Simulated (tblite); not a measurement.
# C4H8Cl4Si: the cost of one run

Computed with tblite 0.8.0 and PySCF 2.14.0, with density-fitted response routines of our own, on a single molecule in the gas phase. Atoms count from 0, in the outputs and in this text.

## 1. The starting structure

17 atoms, charge 0, multiplicity 1; geometry from: force field or distance geometry start.

Bonds of the start (Å): Cl0–C1 1.77, C1–Cl2 1.78, C1–C3 1.52, C3–C4 1.51, C4–Si5 1.88, Si5–C6 1.84, C6–Cl7 1.78, C6–Cl8 1.79, C1–H9 1.12, C3–H10 1.10, C3–H11 1.12, C4–H12 1.12, C4–H13 1.11, Si5–H14 1.50, Si5–H15 1.46, C6–H16 1.09.

## 2. Optimising the geometry with GFN2-xTB

What the job is given:

```
{"job": {"kind": "relax", "xc": "GFN2-xTB", "basis": "xTB"}, "charge": 0, "multiplicity": 1}
Cl     3.339300    -2.026400     0.004000
C      2.449800    -0.579400     0.491500
Cl     3.289200     0.887200    -0.059600
C      1.064900    -0.639200    -0.140100
C      0.348900     0.601000     0.325600
Si    -1.394900     0.732700    -0.351000
C     -2.536700    -0.188300     0.751500
Cl    -4.148800     0.549900     0.603100
Cl    -2.025000     0.067300     2.448800
H      2.307400    -0.468800     1.592300
H      1.140400    -0.712000    -1.231500
H      0.589900    -1.571800     0.257500
H      0.880200     1.507300    -0.068700
H      0.351000     0.688900     1.434700
H     -1.730100     2.193200    -0.302400
H     -1.386800     0.243500    -1.729700
H     -2.545600    -1.273000     0.613500
```

Started as:

```sh
$ OMP_NUM_THREADS=1 python probes_run.py task.json out
```

One launch serves the whole session: the jobs run in the order shown.

**Question.** How long does this first job take on 1 thread of Arm Neoverse N1, shared host?

About 2.8 s.
